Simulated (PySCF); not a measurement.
# One shape, several levels: AlSiH5O2 (SMILES O[SiH2][O][AlH2])

Wanted: a comparison of 5 runs (HF/STO-3G, TPSSh/6-31G, TPSS/pcseg-1, r2SCAN/6-311G**, PBE/def2-TZVP) of AlSiH5O2. 

The calculation is run with PySCF 2.14.0.

### Step 1. The structure to begin with

The species is AlSiH5O2 (9 atoms), meant as a singlet with charge 0. SMILES: `O[SiH2][O][AlH2]`. The coordinates come from a PBE0-D4/def2-TZVP relaxation. This is one conformer, not always the lowest.

Bond lengths: O1–Si2 1.642 Å, Si2–O3 1.619 Å, O3–Al4 1.683 Å, O1–H5 0.958 Å, Si2–H6 1.480 Å, Si2–H7 1.487 Å, Al4–H8 1.580 Å, Al4–H9 1.579 Å. Some angles: O1–Si2–O3 112.5°, Si2–O3–Al4 173.6°, O1–Si2–H6 104.7°, O1–Si2–H7 110.2°, O3–Si2–H6 110.1°, O3–Si2–H7 107.6°, Si2–O1–H5 117.9°, O3–Al4–H8 117.8°, O3–Al4–H9 118.1°, H6–Si2–H7 111.8°.

### Step 2. Energy and gradient at HF/STO-3G (run 1)

File start.xyz:

```xyz
9

O     -0.795100     1.829400    -0.898200
Si     0.173000     1.196700     0.266900
O      0.250800    -0.418900     0.197700
Al     0.325700    -2.080500    -0.060600
H     -1.740800     1.705800    -0.810900
H      1.506100     1.782800     0.005000
H     -0.337300     1.564900     1.614200
H     -0.959500    -2.795700    -0.636800
H      1.665600    -2.830600     0.305400
```

File calc.py:

```python
# O[SiH2][O][AlH2]
from pyscf import gto, scf

mol = gto.Mole()
mol.atom = 'start.xyz'
mol.spin = 0
mol.basis = 'sto-3g'
mol.max_memory = 1860
mol.verbose = 3
mol.build()

myscf = scf.RHF(mol)
myscf.conv_tol = 1e-10
myscf.kernel()
if not myscf.converged:
    myscf = myscf.newton().run(myscf.mo_coeff, myscf.mo_occ)

e_tot = myscf.e_tot
print(f'total energy: {e_tot:.8f} hartree')
grad = myscf.nuc_grad_method().kernel()
dip = myscf.dip_moment()
pop, q = myscf.mulliken_pop()
```

Started as:

```
$ OMP_NUM_THREADS=1 python calc.py
```

Standard output:

```text
converged SCF energy = -675.266298609114
total energy: -675.26629861 hartree
--------------- RHF gradients ---------------
         x                y                z
0 O    -0.0244860801    -0.0152625396     0.0237459707
1 Si    -0.0175480856     0.0139710743    -0.0314614426
2 O    -0.0001263782     0.0336824627     0.0073395867
3 Al     0.0011067292    -0.0132764915    -0.0007595521
4 H     0.0249327608     0.0098345640    -0.0123964667
5 H     0.0264587595     0.0089479606    -0.0065742734
6 H    -0.0119032202     0.0042079595     0.0264561400
7 H    -0.0375754039    -0.0204959720    -0.0168950693
8 H     0.0391409183    -0.0216090179     0.0105451067
----------------------------------------------
Dipole moment(X, Y, Z, Debye): -0.59927, -0.96384,  0.77012
 ** Mulliken pop  **
pop of  0 O 1s            1.99761
pop of  0 O 2s            1.82005
pop of  0 O 2px           1.14695
pop of  0 O 2py           1.85010
pop of  0 O 2pz           1.70229
pop of  1 Si 1s           1.99960
pop of  1 Si 2s           1.98701
pop of  1 Si 3s           1.07867
pop of  1 Si 2px          1.96565
pop of  1 Si 2py          1.96448
pop of  1 Si 2pz          1.96471
pop of  1 Si 3px          0.73317
pop of  1 Si 3py          0.58133
pop of  1 Si 3pz          0.68902
pop of  2 O 1s            1.99733
pop of  2 O 2s            1.76980
pop of  2 O 2px           1.87624
pop of  2 O 2py           1.25200
pop of  2 O 2pz           1.81342
pop of  3 Al 1s           1.99945
pop of  3 Al 2s           1.98217
pop of  3 Al 3s           0.93283
pop of  3 Al 2px          1.94237
pop of  3 Al 2py          1.94149
pop of  3 Al 2pz          1.93098
pop of  3 Al 3px          0.59740
pop of  3 Al 3py          0.45197
pop of  3 Al 3pz          0.24893
pop of  4 H 1s            0.83419
pop of  5 H 1s            1.18672
pop of  6 H 1s            1.19994
pop of  7 H 1s            1.28229
pop of  8 H 1s            1.27983
 ** Mulliken atomic charges  **
charge of    0O =     -0.51699
charge of    1Si =      1.03635
charge of    2O =     -0.70879
charge of    3Al =      0.97240
charge of    4H =      0.16581
charge of    5H =     -0.18672
charge of    6H =     -0.19994
charge of    7H =     -0.28229
charge of    8H =     -0.27983
```

Run time: 4.2 s. Hardware: 1 thread of Intel Xeon at 2.50GHz (Skylake/Cascade Lake), shared host; peak memory 0.12 GiB.

### Step 3. Energy and forces at TPSSh/6-31G (run 2)

File input.py:

```python
from pyscf import gto, dft

mol = gto.M(
    atom='''
O       -0.795100       1.829400      -0.898200
Si       0.173000       1.196700       0.266900
O        0.250800      -0.418900       0.197700
Al       0.325700      -2.080500      -0.060600
H       -1.740800       1.705800      -0.810900
H        1.506100       1.782800       0.005000
H       -0.337300       1.564900       1.614200
H       -0.959500      -2.795700      -0.636800
H        1.665600      -2.830600       0.305400
''',
    max_memory=1860,
    spin=0,
    basis='6-31g',
    charge=0,
    verbose=4,
)

myscf = dft.RKS(mol)
myscf.xc = 'tpssh'
myscf.conv_tol = 1e-10
myscf.grids.level = 5
myscf.kernel()
if not myscf.converged:
    myscf = myscf.newton().run(myscf.mo_coeff, myscf.mo_occ)

energy = myscf.e_tot
print('Final energy', energy)
grad = myscf.nuc_grad_method().kernel()
myscf.analyze()
```

Started as:

```
$ OMP_NUM_THREADS=1 python input.py
```

Standard output:

```text
PySCF version 2.14.0

[... 94 lines left out ...]
Two-electron Energy =                  470.344503299754024
[... 9 lines left out ...]
MO #6   energy= -4.10960272103728  occ= 2
[... 7 lines left out ...]
MO #14  energy= -0.947472088837993 occ= 2
[... 7 lines left out ...]
MO #22  energy= -0.300336066202218 occ= 2
[... 7 lines left out ...]
MO #30  energy= 0.107694005702134  occ= 0
[... 7 lines left out ...]
MO #38  energy= 0.240256908072779  occ= 0
[... 7 lines left out ...]
MO #46  energy= 0.971682965871283  occ= 0
[... 7 lines left out ...]
MO #54  energy= 1.54379175155874   occ= 0
[... 66 lines left out ...]
Dipole moment(X, Y, Z, Debye): -1.17145, -0.92619,  0.91678
```

Wall time 52 s (1 thread of Intel Xeon at 2.50GHz (Skylake/Cascade Lake), shared host); peak memory 0.56 GiB.

Runs 3 to 4 aren't shown in full; the table further down has their settings and results.

### Step 4. Energy and forces at PBE/def2-TZVP (run 5)

File run.py:

```python
# O[SiH2][O][AlH2]
import pyscf.grad
from pyscf import gto, dft

mol = gto.M(
    atom='''
O     -1.502521     3.457065    -1.697352
Si     0.326923     2.261435     0.504368
O      0.473943    -0.791606     0.373599
Al     0.615484    -3.931575    -0.114517
H     -3.289635     3.223495    -1.532379
H      2.846117     3.369004     0.009449
H     -0.637405     2.957232     3.050396
H     -1.813192    -5.283107    -1.203378
H      3.147528    -5.349059     0.577122
''',
    verbose=3,
    max_memory=1860,
    unit='bohr',
    basis='def2-tzvp',
    charge=0,
)

mf = dft.RKS(mol, xc='pbe')
mf.conv_tol = 1e-10
mf.grids.level = 5
mf.kernel()
if not mf.converged:
    mf = mf.newton().run(mf.mo_coeff, mf.mo_occ)

e_final = mf.e_tot
print(f'total energy: {e_final:.8f} hartree')
grad = mf.Gradients().kernel()
mf.analyze()
```

Started as:

```
$ OMP_NUM_THREADS=1 python run.py
```

Standard output:

```text
converged SCF energy = -685.13644645589
[... 15 lines left out ...]
MO #6   energy= -3.93739362653836  occ= 2
[... 19 lines left out ...]
MO #26  energy= -0.021497131445408 occ= 0
[... 19 lines left out ...]
MO #46  energy= 0.302241745539131  occ= 0
[... 19 lines left out ...]
MO #66  energy= 0.712241566345696  occ= 0
[... 19 lines left out ...]
MO #86  energy= 1.23699426346798   occ= 0
[... 19 lines left out ...]
MO #106 energy= 1.96667737895085   occ= 0
[... 19 lines left out ...]
MO #126 energy= 2.76776634725539   occ= 0
[... 19 lines left out ...]
MO #146 energy= 6.04429744674889   occ= 0
[... 19 lines left out ...]
MO #166 energy= 43.2029268587964   occ= 0
[... 10 lines left out ...]
Dipole moment(X, Y, Z, Debye): -1.09927, -0.81082,  0.36791
```

Wall time 3 min (1 thread of Intel Xeon at 2.50GHz (Skylake/Cascade Lake), shared host); peak memory 2.1 GiB.

### Step 5. All runs side by side

```csv
run,level,integration grid,energy (Eh),dipole moment (D),HOMO energy (eV),LUMO energy (eV),wall time
1,HF/STO-3G,–,-675.266299,1.37,-7.69,9.47,4.2 s
2,TPSSh/6-31G,5,-685.366596,1.75,-7.55,-1.49,52 s
3,TPSS/pcseg-1,5,-685.510857,1.52,-7.19,-1.78,95 s
4,r2SCAN/6-311G**,5,-685.426227,1.52,-7.25,-1.52,1.8 min
5,PBE/def2-TZVP,5,-685.136446,1.41,-6.97,-1.95,3 min
```

### Step 6. What came out

| quantity | value |
| --- | --- |
| run 5: total energy | -685.13645 Eh |
| run 5: dipole moment | 1.41 D |
| run 5: HOMO energy | -6.97 eV |
| run 5: LUMO energy | -1.95 eV |
| run 5: HOMO–LUMO gap | 5.02 eV |
| run 5: largest force on an atom | 0.596 eV/Å |

The dipole moment (its size) runs from 1.37 D (HF/STO-3G) to 1.75 D (TPSSh/6-31G). The two ends differ in method and basis. The HOMO–LUMO gap runs from 5.02 eV (PBE/def2-TZVP) to 17.16 eV (HF/STO-3G). Totals of different functionals can't be ranked against each other. In run 1 the basis is minimal, so the values are rough. All runs together took 7.3 min, the longest 3 min.
